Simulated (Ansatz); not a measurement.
# K2Y: the cost of one run

Program: Ansatz 0.2.0. Level of theory: DFT PBE, scalar-relativistic, plane waves, PAW. These are calculated values, not measurements.

### Step 1. The structure to begin with

It takes space group P6/mmm (No. 191, hexagonal). Conventional cell: a = 4.646 Å, b = 4.646 Å, c = 5.016 Å, α = 90.00°, β = 90.00°, γ = 120.00°. K (site symmetry -6m2) has 3 K at 2.68 Å as nearest neighbours. Y (site symmetry 6/mmm) is surrounded by 12 K at 3.67 Å.

As a file:

```cif
data_structure
_symmetry_space_group_name_H-M 'P6/mmm'
_symmetry_Int_Tables_number 191
_cell_length_a 4.6459
_cell_length_b 4.6459
_cell_length_c 5.0163
_cell_angle_alpha 90.000
_cell_angle_beta 90.000
_cell_angle_gamma 120.000
_cell_volume 93.77
loop_
_atom_site_label
_atom_site_type_symbol
_atom_site_symmetry_multiplicity
_atom_site_Wyckoff_symbol
_atom_site_fract_x
_atom_site_fract_y
_atom_site_fract_z
_atom_site_occupancy
K1 K 2 d 0.33333 0.66667 0.50000 1
Y1 Y 1 a 0.00000 0.00000 0.00000 1
```

This is candidate A: AlB2 type (P6/mmm, No. 191).

(A quick probe on a coarse mesh, which set the mesh and smearing, is not shown.)

### Step 3. Coarse relaxation (candidate A)

input.yaml reads:

```yaml
crystal:
  lattice:
    - [4.6458939862, 0.0, 0.0]
    - [-2.3229469931, 4.0234622154, 0.0]
    - [0.0, 0.0, 5.016330716]
  atoms:
    - { symbol: K, position: [0.3333333333, 0.6666666667, 0.5] }
    - { symbol: K, position: [0.6666666667, 0.3333333333, 0.5] }
    - { symbol: "Y", position: [0.0, 0.0, 0.0] }
basis:
  ecutwfc: 420
kpoints:
  mp_grid: { grid: [6, 6, 4] }
hamiltonian:
  xc: pbe
scf:
  occupations: { method: gaussian, width: 0.1 }
  lower_state_search: "off"
output:
  forces: true
  stress: true
  eigenvalues: true
relax:
  adjacent_minimum: "off"
  f_tol: 0.04
  max_steps: 70
  cell: { stress_tol: 0.4 }
```

Launch:

```console
> ansatz run input.yaml --threads 1 --pin off --max-ram 2560MiB --backend cpu --events-out ev --progress --plain --runs-dir out
```

What time and memory should one allow on 1 thread of Arm Neoverse V1, shared host?

About 44 s, with a peak of 0.39 GiB.
